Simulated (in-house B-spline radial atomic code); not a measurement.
**Zr⁸⁺: density, ELF and screening along the radius**

How do the shells of Zr⁸⁺ show in real space, and how much do the settings move them?

The numbers are computed with in-house B-spline radial atomic code version 1 (several methods, spin-polarised, as named in each step; spherical all-electron atom at the radial basis limit), except any that are marked as measured or tabulated.

### 1 The system

```
element       : zirconium (Z = 40)
charge        : +8
electrons     : 32
configuration : [Ar] 3d10 4s2 4p2
nucleus       : point (non-relativistic runs) or finite (X2C runs)
```

Outer shells as boxes (Hund's rule):

[Ar] 3d10 4s2 4p2
```
[Ar] core
3d [↑↓][↑↓][↑↓][↑↓][↑↓]
4s [↑↓]
4p [↑ ][↑ ][  ]
```

Where spins are not typed, each open shell is filled with up spins first.

### 2 PBE, X2C

Input settings:

```ini
Z = 40
electrons = 32.0
configuration = [Ar] 3d10 4s2 4p2
hamiltonian = x2c
method = pbe,pbe
spin_polarised = True
nucleus = fermi
rms_radius = 4.2694
mass_number = 90
atomic_mass = 89.904698755
speed_of_light = 137.035999084
```

The run is started by

```console
$ python run_scf.py task.json out
```

One command runs all members of the session, one after another, from task.json.

The program writes no log. Results of the run, from its result record (rounded, main fields):

```text
{
  "status": "converged",
  "scf [iteration, energy, orbital gradient]": [
    [1, -3565.02217244, 0.971],
    [2, -3574.19767354, 0.739],
    [3, -3579.15962718, 0.155],
    [4, -3579.40722507, 0.0308],
    [5, -3579.41356723, 0.0176],
    [6, -3579.41716131, 0.000724],
    [7, -3579.41716479, 3.93e-05],
    [8, -3579.4171648, 2.53e-06],
    [9, -3579.4171648, 5.88e-08]
  ],
  "energy [hartree]": {"total": -3579.4171648, "kinetic": 3699.64653741, "nuclear": -8486.55577428, "coulomb": 1318.12569727, "xc": -110.633625191},
  "orbitals [hartree, bohr; first row names the columns]": [
    ["name", "occ", "eps", "<r>", "<r^2>", "<1/r>", "r_max"],
    ["1s up", 1.0, -659.06855, 0.036592, 0.0018168, 42.498, 0.023581],
    ["1s down", 1.0, -659.05477, 0.036591, 0.0018168, 42.499, 0.023581],
    ["2s up", 1.0, -95.485212, 0.16219, 0.031074, 9.4743, 0.13689],
    ["2s down", 1.0, -95.477412, 0.16219, 0.031072, 9.4742, 0.13689],
    ["2p up", 3.0, -85.703926, 0.14148, 0.024482, 9.0396, 0.10924],
    ["2p down", 3.0, -85.690805, 0.14148, 0.024482, 9.0392, 0.10925],
    ["3s up", 1.0, -19.574877, 0.45699, 0.23948, 3.1931, 0.40776],
    ["3s down", 1.0, -19.557505, 0.45678, 0.23917, 3.1935, 0.40785],
    ["3p up", 3.0, -16.379904, 0.46004, 0.24653, 3.001, 0.40154],
    ["3p down", 3.0, -16.360156, 0.45967, 0.24601, 3.0022, 0.40165],
    ["3d up", 5.0, -11.132088, 0.44827, 0.24222, 2.7584, 0.34611],
    ["3d down", 5.0, -11.110518, 0.44727, 0.24085, 2.7619, 0.34611],
    ["4s up", 1.0, -6.2154549, 1.1108, 1.3846, 1.2369, 1.0328],
    ["4s down", 1.0, -6.0767001, 1.1103, 1.3856, 1.2409, 1.0275],
    ["4p up", 2.0, -5.2869756, 1.1892, 1.5948, 1.1336, 1.0988]
  ],
  "sum_r [bohr^k]": {"-1": 214.9244, "1": 13.99663, "2": 10.5441},
  "radius_at_0.001 [bohr]": 2.421,
  "radius_enclosing_fraction [bohr]": {"0.5": 0.3556, "0.9": 0.9474, "0.99": 1.717},
  "slater [hartree]": {
    "F0(4s up,4s up)": 0.80792,
    "F0(4s up,4s down)": 0.80812,
    "F0(4s up,4p up)": 0.77966,
    "G1(4s up,4p up)": 0.53452,
    "F0(4s down,4s down)": 0.80833,
    "F0(4s down,4p up)": 0.77979,
    "F0(4p up,4p up)": 0.7548,
    "F2(4p up,4p up)": 0.40287
  }
}
```

Run time: 0.23 s. Hardware: 1 thread, shared host.

radius_at_0.001 is where the density falls to 0.001 electrons per bohr³.

Fields along the radius, from the same record (one point in 2):

| r (bohr) | 4πr²n (1/bohr) | ELF | screened charge r·V (e) | reduced gradient s | 4πr²(n↑−n↓) |
| --- | --- | --- | --- | --- | --- |
| 0.00501 | 12.49 | 0.9994 | 38.94 | 0.5572 | -0.0001470 |
| 0.00736 | 20.82 | 0.9989 | 38.46 | 0.5359 | 0.0001147 |
| 0.0108 | 31.95 | 0.9974 | 37.79 | 0.5461 | 0.001559 |
| 0.0159 | 43.63 | 0.9915 | 36.85 | 0.5908 | 0.007292 |
| 0.0233 | 50.27 | 0.9576 | 35.62 | 0.6713 | 0.02565 |
| 0.0342 | 47.69 | 0.7347 | 34.02 | 0.7511 | 0.07452 |
| 0.0502 | 41.97 | 0.3290 | 31.95 | 0.6188 | 0.1705 |
| 0.0737 | 48.34 | 0.4358 | 29.30 | 0.3075 | 0.2697 |
| 0.108 | 61.06 | 0.7563 | 26.08 | 0.3571 | 0.2087 |
| 0.159 | 51.49 | 0.6339 | 22.45 | 0.5685 | -0.004093 |
| 0.233 | 36.87 | 0.2739 | 18.62 | 0.3818 | 0.2302 |
| 0.343 | 44.79 | 0.6772 | 14.59 | 0.2518 | 0.6435 |
| 0.503 | 33.77 | 0.7456 | 11.36 | 0.5750 | 0.05513 |
| 0.739 | 11.59 | 0.2632 | 9.504 | 0.9071 | 0.7613 |
| 1.09 | 5.593 | 0.5484 | 8.475 | 0.7184 | 2.307 |
| 1.59 | 1.828 | 0.7693 | 8.064 | 1.813 | 1.025 |
| 2.34 | 0.1054 | 0.1107 | 8.002 | 7.299 | 0.07060 |
| 3.43 | 0.0005679 | 0.0001633 | 8.000 | 58.69 | 0.0004478 |

### 3 Hartree-Fock, X2C

Changes to the settings of step 2:

```diff
@@ -4,3 +4,3 @@
 hamiltonian = x2c
-method = pbe,pbe
+method = hf
 spin_polarised = True
```

Main fields:

```text
{
  "status": "converged",
  "scf [iteration, energy, orbital gradient]": [
    [1, -3563.34117251, 1.0],
    [2, -3575.4730572, 0.552],
    [3, -3577.82182231, 0.164],
    [4, -3578.04161677, 0.0496],
    [5, -3578.05950026, 0.0189],
    [6, -3578.06317968, 0.000719],
    [7, -3578.06318248, 0.000163],
    [8, -3578.0631826, 8.27e-06],
    [9, -3578.0631826, 5.2e-07],
    [10, -3578.0631826, 3.9e-08]
  ],
  "energy [hartree]": {"total": -3578.06318261, "kinetic": 3699.41478181, "nuclear": -8486.50032905, "coulomb": 1317.98663055, "exact_exchange": -108.964265911},
  "orbitals [hartree, bohr; first row names the columns]": [
    ["name", "occ", "eps", "<r>"],
    ["1s up", 1.0, -670.00768, 0.036579],
    ["1s down", 1.0, -669.9793, 0.036578],
    ["2s up", 1.0, -99.632156, 0.16179],
    ["2s down", 1.0, -99.614595, 0.16177],
    ["2p up", 3.0, -89.177821, 0.14149],
    ["2p down", 3.0, -89.144541, 0.14151],
    ["3s up", 1.0, -21.400917, 0.45386],
    ["3s down", 1.0, -21.356037, 0.45389],
    ["3p up", 3.0, -17.87876, 0.45819],
    ["3p down", 3.0, -17.817776, 0.45832],
    ["3d up", 5.0, -12.102043, 0.44714],
    ["3d down", 5.0, -12.070846, 0.44615],
    ["4s up", 1.0, -6.647965, 1.119],
    ["4s down", 1.0, -6.2899065, 1.1228],
    ["4p up", 2.0, -5.595561, 1.1975]
  ],
  "sum_r [bohr^k]": {"-1": 214.9201, "1": 14.00616, "2": 10.58644}
}
```

Wall time 0.38 s (1 thread, shared host).

The record's radial tables, every 4th point:

| r (bohr) | 4πr²n (1/bohr) | ELF | screened charge r·V (e) | reduced gradient s | 4πr²(n↑−n↓) |
| --- | --- | --- | --- | --- | --- |
| 0.00502 | 12.51 | 0.9994 | 38.94 | 0.5561 | 0.0002497 |
| 0.0108 | 31.96 | 0.9974 | 37.79 | 0.5454 | 0.002472 |
| 0.0234 | 50.33 | 0.9572 | 35.61 | 0.6724 | 0.02654 |
| 0.0504 | 41.90 | 0.3254 | 31.92 | 0.6163 | 0.1691 |
| 0.109 | 61.24 | 0.7612 | 25.99 | 0.3611 | 0.2046 |
| 0.235 | 36.72 | 0.2719 | 18.53 | 0.3702 | 0.2396 |
| 0.506 | 33.55 | 0.7450 | 11.31 | 0.5823 | 0.03454 |
| 1.09 | 5.523 | 0.5468 | 8.485 | 0.7070 | 2.299 |
| 2.35 | 0.1051 | 0.1129 | 8.002 | 7.343 | 0.06883 |

### 4 r2SCAN, X2C

Changes to the settings of step 3:

```diff
@@ -4,3 +4,3 @@
 hamiltonian = x2c
-method = hf
+method = r2scan
 spin_polarised = True
```

Main fields:

```text
{
  "status": "converged",
  "scf [iteration, energy, orbital gradient]": [
    [1, -3579.75629139, 0.0747],
    [2, -3579.76137083, 0.00149],
    [3, -3579.76137395, 0.000782],
    [4, -3579.76137463, 0.000399],
    [5, -3579.76137488, 1.52e-05],
    [6, -3579.76137488, 3.55e-06],
    [7, -3579.76137488, 1.27e-06],
    [8, -3579.76137488, 9.58e-08]
  ],
  "energy [hartree]": {"total": -3579.76137488, "kinetic": 3699.86729752, "nuclear": -8486.80042787, "coulomb": 1318.1736101, "xc": -111.001854628},
  "orbitals [hartree, bohr; first row names the columns]": [
    ["name", "occ", "eps", "<r>"],
    ["1s up", 1.0, -660.56202, 0.036599],
    ["1s down", 1.0, -660.54091, 0.036598],
    ["2s up", 1.0, -96.11217, 0.16206],
    ["2s down", 1.0, -96.107488, 0.16206],
    ["2p up", 3.0, -86.174611, 0.14148],
    ["2p down", 3.0, -86.158482, 0.14149],
    ["3s up", 1.0, -19.866463, 0.45587],
    ["3s down", 1.0, -19.850243, 0.4559],
    ["3p up", 3.0, -16.585979, 0.45934],
    ["3p down", 3.0, -16.565138, 0.45917],
    ["3d up", 5.0, -11.216665, 0.44827],
    ["3d down", 5.0, -11.191598, 0.44727],
    ["4s up", 1.0, -6.2711353, 1.1143],
    ["4s down", 1.0, -6.0784435, 1.113],
    ["4p up", 2.0, -5.3112533, 1.1895]
  ],
  "sum_r [bohr^k]": {"-1": 214.9289, "1": 13.9974, "2": 10.5463}
}
```

Wall time 0.35 s (1 thread, shared host).

Meta-GGA runs start from a PBE run whose iterations are not counted.

Fields along the radius, from the same record (one point in 4):

| r (bohr) | 4πr²n (1/bohr) | ELF | screened charge r·V (e) | reduced gradient s | 4πr²(n↑−n↓) |
| --- | --- | --- | --- | --- | --- |
| 0.00501 | 12.48 | 0.9994 | 38.94 | 0.5566 | -0.00003 |
| 0.0108 | 31.96 | 0.9974 | 37.79 | 0.5458 | 0.001844 |
| 0.0233 | 50.29 | 0.9576 | 35.62 | 0.6712 | 0.02614 |
| 0.0502 | 41.96 | 0.3282 | 31.95 | 0.6193 | 0.1719 |
| 0.108 | 61.10 | 0.7570 | 26.08 | 0.3570 | 0.2120 |
| 0.233 | 36.75 | 0.2714 | 18.62 | 0.3821 | 0.2323 |
| 0.503 | 33.83 | 0.7462 | 11.36 | 0.5755 | 0.04874 |
| 1.09 | 5.582 | 0.5533 | 8.477 | 0.7127 | 2.307 |
| 2.34 | 0.1026 | 0.1094 | 8.002 | 7.473 | 0.06806 |

### 5 revTPSS, X2C

Changes to the settings of step 4:

```diff
@@ -4,3 +4,3 @@
 hamiltonian = x2c
-method = r2scan
+method = revtpss,revtpss
 spin_polarised = True
```

Main fields:

```text
{
  "status": "converged",
  "scf [iteration, energy, orbital gradient]": [
    [1, -3578.92934029, 0.062],
    [2, -3578.93204706, 0.00222],
    [3, -3578.93209735, 0.000716],
    [4, -3578.93209893, 0.000294],
    [5, -3578.93209902, 3.86e-05],
    [6, -3578.93209903, 1.63e-05],
    [7, -3578.93209904, 8.34e-07],
    [8, -3578.93209904, 2.37e-08]
  ],
  "energy [hartree]": {"total": -3578.93209904, "kinetic": 3699.01375016, "nuclear": -8485.49437694, "coulomb": 1317.6806716, "xc": -110.132143863},
  "orbitals [hartree, bohr; first row names the columns]": [
    ["name", "occ", "eps", "<r>"],
    ["1s up", 1.0, -659.96981, 0.03657],
    ["1s down", 1.0, -659.95729, 0.03657],
    ["2s up", 1.0, -95.63473, 0.16207],
    ["2s down", 1.0, -95.628432, 0.16207],
    ["2p up", 3.0, -85.72924, 0.14151],
    ["2p down", 3.0, -85.71637, 0.14152],
    ["3s up", 1.0, -19.654138, 0.45658],
    ["3s down", 1.0, -19.641132, 0.45652],
    ["3p up", 3.0, -16.415357, 0.46003],
    ["3p down", 3.0, -16.398785, 0.45978],
    ["3d up", 5.0, -11.132811, 0.44845],
    ["3d down", 5.0, -11.111518, 0.44745],
    ["4s up", 1.0, -6.2343301, 1.1124],
    ["4s down", 1.0, -6.0649507, 1.1123],
    ["4p up", 2.0, -5.2943588, 1.1896]
  ],
  "sum_r [bohr^k]": {"-1": 214.8978, "1": 14.0022, "2": 10.55114}
}
```

Run time: 0.36 s. Hardware: 1 thread, shared host.

Fields along the radius, from the same record (one point in 4):

| r (bohr) | 4πr²n (1/bohr) | ELF | screened charge r·V (e) | reduced gradient s | 4πr²(n↑−n↓) |
| --- | --- | --- | --- | --- | --- |
| 0.00501 | 12.49 | 0.9994 | 38.94 | 0.5565 | -0.00002 |
| 0.0108 | 31.97 | 0.9974 | 37.79 | 0.5458 | 0.001818 |
| 0.0233 | 50.29 | 0.9579 | 35.62 | 0.6716 | 0.02566 |
| 0.0502 | 41.91 | 0.3278 | 31.95 | 0.6195 | 0.1697 |
| 0.108 | 61.08 | 0.7569 | 26.08 | 0.3570 | 0.2091 |
| 0.233 | 36.83 | 0.2729 | 18.62 | 0.3814 | 0.2325 |
| 0.503 | 33.77 | 0.7461 | 11.36 | 0.5756 | 0.05463 |
| 1.09 | 5.601 | 0.5511 | 8.476 | 0.7149 | 2.315 |
| 2.34 | 0.1035 | 0.1083 | 8.002 | 7.353 | 0.06843 |

### 6 OLYP, X2C

Changes to the settings of step 5:

```diff
@@ -4,3 +4,3 @@
 hamiltonian = x2c
-method = revtpss,revtpss
+method = optx,lyp
 spin_polarised = True
```

Main fields:

```text
{
  "status": "converged",
  "scf [iteration, energy, orbital gradient]": [
    [1, -3566.17210044, 0.978],
    [2, -3575.63585237, 0.745],
    [3, -3580.59111826, 0.159],
    [4, -3580.84553169, 0.0338],
    [5, -3580.85240057, 0.0183],
    [6, -3580.85617558, 0.000765],
    [7, -3580.85617904, 8.79e-05],
    [8, -3580.85617907, 4.63e-06],
    [9, -3580.85617907, 3.06e-07]
  ],
  "energy [hartree]": {"total": -3580.85617907, "kinetic": 3701.04231995, "nuclear": -8489.28833281, "coulomb": 1319.54281588, "xc": -112.15298209},
  "orbitals [hartree, bohr; first row names the columns]": [
    ["name", "occ", "eps", "<r>"],
    ["1s up", 1.0, -658.99761, 0.036598],
    ["1s down", 1.0, -658.98312, 0.036597],
    ["2s up", 1.0, -95.58637, 0.16218],
    ["2s down", 1.0, -95.577241, 0.16218],
    ["2p up", 3.0, -85.813785, 0.14147],
    ["2p down", 3.0, -85.798391, 0.14147],
    ["3s up", 1.0, -19.62076, 0.45661],
    ["3s down", 1.0, -19.608929, 0.45643],
    ["3p up", 3.0, -16.426442, 0.4595],
    ["3p down", 3.0, -16.411611, 0.45912],
    ["3d up", 5.0, -11.183999, 0.4472],
    ["3d down", 5.0, -11.165279, 0.44603],
    ["4s up", 1.0, -6.2307694, 1.1095],
    ["4s down", 1.0, -6.0484978, 1.1118],
    ["4p up", 2.0, -5.301582, 1.1869]
  ],
  "sum_r [bohr^k]": {"-1": 214.9908, "1": 13.97665, "2": 10.51463}
}
```

It took 0.24 s on 1 thread, shared host.

Fields along the radius, from the same record (one point in 4):

| r (bohr) | 4πr²n (1/bohr) | ELF | screened charge r·V (e) | reduced gradient s | 4πr²(n↑−n↓) |
| --- | --- | --- | --- | --- | --- |
| 0.00501 | 12.48 | 0.9994 | 38.94 | 0.5569 | -0.0001733 |
| 0.0108 | 31.94 | 0.9974 | 37.79 | 0.5459 | 0.001501 |
| 0.0233 | 50.28 | 0.9576 | 35.62 | 0.6712 | 0.02570 |
| 0.0502 | 41.98 | 0.3289 | 31.94 | 0.6186 | 0.1717 |
| 0.108 | 61.09 | 0.7561 | 26.07 | 0.3570 | 0.2101 |
| 0.233 | 36.97 | 0.2747 | 18.61 | 0.3805 | 0.2345 |
| 0.503 | 33.79 | 0.7456 | 11.35 | 0.5757 | 0.04533 |
| 1.08 | 5.667 | 0.5343 | 8.490 | 0.7059 | 2.331 |
| 2.34 | 0.1066 | 0.1127 | 8.002 | 7.164 | 0.06864 |

### 7 Results

| run | total energy (hartree) | highest level (eV) | radius holding 50 / 90 / 99 % (bohr) | radius at n = 0.001 (bohr) | ELF minima on the full grid (bohr) |
| --- | --- | --- | --- | --- | --- |
| PBE, X2C | -3579.4172 | -143.87 | 0.356 / 0.947 / 1.72 | 2.42 | 0.061, 0.23, 0.90 |
| Hartree-Fock, X2C | -3578.0632 | -152.26 | 0.356 / 0.949 / 1.73 | 2.43 | 0.061, 0.23, 0.90 |
| r2SCAN, X2C | -3579.7614 | -144.53 | 0.356 / 0.948 / 1.72 | 2.42 | 0.061, 0.23, 0.90 |
| revTPSS, X2C | -3578.9321 | -144.07 | 0.356 / 0.949 / 1.72 | 2.42 | 0.061, 0.23, 0.90 |
| OLYP, X2C | -3580.8562 | -144.26 | 0.355 / 0.946 / 1.71 | 2.42 | 0.061, 0.23, 0.89 |

In the first run ELF has 3 minima on the grid, which mark the borders between shells. On the record's full grid the screened charge (r times the electrostatic potential) falls from 39.9 near the nucleus to 8.00 at 4.2 bohr; far out it tends to the net charge, 8. The grid is coarse (about 21 % a step), so the places of minima are rough. For X2C runs ELF uses the non-relativistic kinetic energy density, and the fields carry no picture-change correction.
